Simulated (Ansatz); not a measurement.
# Mg3Be: the cost of one run

Computed with Ansatz 0.2.0, driven from Python. Level of theory: DFT PBEsol, plane waves, PAW.

## 1. The structure

Mg3Be Pm-3m: It takes space group Pm-3m (No. 221, cubic). The conventional cell has a = 3.490 Å, b = 3.490 Å, c = 3.490 Å, α = 90.00°, β = 90.00°, γ = 90.00°. Around Be (site symmetry m-3m) lie 12 Mg at 2.47 Å. Around Mg (site symmetry 4/mmm) lie 4 Be at 2.47 Å and 8 Mg at 2.47 Å.

CaMg3 Pm-3m: Symmetry: Pm-3m, No. 221, cubic system. Conventional cell: a = 4.660 Å, b = 4.660 Å, c = 4.660 Å, α = 90.00°, β = 90.00°, γ = 90.00°. Ca (site symmetry m-3m) has 12 Mg at 3.30 Å as nearest neighbours. Mg (site symmetry 4/mmm) is surrounded by 4 Ca at 3.30 Å and 8 Mg at 3.30 Å.

SrMg3 Pm-3m: The structure is cubic, space group Pm-3m (No. 221). The conventional cell has a = 4.940 Å, b = 4.940 Å, c = 4.940 Å, α = 90.00°, β = 90.00°, γ = 90.00°. Around Sr (site symmetry m-3m) lie 12 Mg at 3.49 Å. Mg (site symmetry 4/mmm) has 4 Sr at 3.49 Å and 8 Mg at 3.49 Å as nearest neighbours.

BaMg3 Pm-3m: Symmetry: Pm-3m, No. 221, cubic system. Conventional cell: a = 5.240 Å, b = 5.240 Å, c = 5.240 Å, α = 90.00°, β = 90.00°, γ = 90.00°. Around Ba (site symmetry m-3m) lie 12 Mg at 3.71 Å. Mg (site symmetry 4/mmm) is surrounded by 4 Ba at 3.71 Å and 8 Mg at 3.71 Å.

No structure file is read: the coordinates are typed or built in the script.

## 2. The script

File series_mg3be.py:

```python
"""Element substitution on the Cu3Au prototype."""

import warnings

import ansatz as az
import matplotlib.pyplot as plt
import numpy as np


def cu3au(a_site, b_site, a):
    return (
        az.Lattice.cubic(a)
        .space_group(221)
        .atom(a_site, (0, 0, 0))
        .atom(b_site, (0, 0.5, 0.5))
    )


def compute(name, crystal, relax=True):
    calc = (
        crystal.calculation()
        .basis(470)
        .functional(az.Functional.PBESOL)
        .kpoints(spacing=0.27)
        .occupations("cold", width=0.05)
        .stress()
        .band_table()
    )
    if relax:
        calc = calc.relax(force_tolerance=0.01, max_steps=40, cell=True)
    return calc.run(threads=1, pin="off")

def bulk_modulus(name, outcome, step=0.02):
    # B = -V dP/dV from the pressures of two uniformly scaled cells, atoms held at their fractions
    pressure = []
    for factor in (1 - step, 1.0, 1 + step):
        cell = az.Crystal(lattice=az.Lattice.of(outcome.lattice.cell_ang * factor ** (1 / 3)))
        for site in outcome.report["lattice"]["sites"]:
            cell = cell.atom(site["symbol"], site["position_frac"])
        pressure.append(np.trace(compute(name, cell, relax=False).report["stress_gpa"]) / 3)
    slope, bend = (pressure[0] - pressure[2]) / (2 * step), abs(pressure[0] + pressure[2] - 2 * pressure[1])
    # a jump of mesh or basis between the cells shows as a kink: no modulus then
    return float(slope) if bend < 12 * step**2 * abs(slope) + 0.15 and abs(pressure[1]) < 1.5 else float("nan")

def relaxed_twice(name, crystal):
    # the second pass draws mesh and plane waves anew for the relaxed cell
    first = compute(name, crystal)
    again = az.Crystal(lattice=az.Lattice.of(first.lattice.cell_ang))
    for site in first.report["lattice"]["sites"]:
        again = again.atom(site["symbol"], site["position_frac"])
    return compute(name, again)


def volume_per_atom(outcome):
    return abs(np.linalg.det(outcome.lattice.cell_ang)) / len(outcome.lattice.sites)


def main() -> None:
    # rough a for each member; the cell is relaxed
    warnings.simplefilter("ignore", az.DeckWarning)

    phases = {}
    phases["Mg3Be"] = cu3au("Be", "Mg", 3.49)
    phases["CaMg3"] = cu3au("Ca", "Mg", 4.66)
    phases["SrMg3"] = cu3au("Sr", "Mg", 4.94)
    phases["BaMg3"] = cu3au("Ba", "Mg", 5.24)

    done = {}
    for name, crystal in phases.items():
        done[name] = relaxed_twice(name, crystal)
        print(f"{name}: {done[name].report['energy_sigma0_ev']:.4f} eV, {len(done[name].lattice.sites)} atoms")

    rows = [(name, float(np.linalg.norm(o.lattice.cell_ang[0])), volume_per_atom(o), bulk_modulus(name, o)) for name, o in done.items()]
    print("  compound       a (A)  V (A^3/atom)     B (GPa)")
    for row in rows:
        print(f"{str(row[0]):>10}  {row[1]:10.3f}  {row[2]:12.3f}  {row[3]:10.0f}")
    plt.figure(figsize=(4.5, 3))
    plt.bar([row[0] for row in rows], [row[2] for row in rows])
    plt.ylabel("V (A^3/atom)")
    plt.tight_layout()
    plt.savefig("series.png", dpi=100)


if __name__ == "__main__":
    main()
```

## 3. The input behind the calls

The package turns the script's settings into the engine's input (first run):

```yaml
crystal:
  lattice:
    bravais: cubic
    a: 3.49
  space_group: 221
  atoms:
    - { symbol: Be, position: [0.0, 0.0, 0.0] }
    - { symbol: Mg, position: [0.0, 0.5, 0.5] }
basis:
  ecutwfc: 470.0
kpoints:
  mp_grid:
    kspacing: 0.27
hamiltonian:
  xc: pbesol
scf:
  occupations:
    method: cold
    width: 0.05
relax:
  f_tol: 0.01
  max_steps: 40
  cell: {}
output:
  stress: true
  eigenvalues: true
```

## 4. The run

Command:

```sh
python series_mg3be.py
```

Q: Estimate wall time and peak memory on 1 thread of Arm Neoverse V1, shared host.

About 88 s, with a peak of 0.52 GiB.
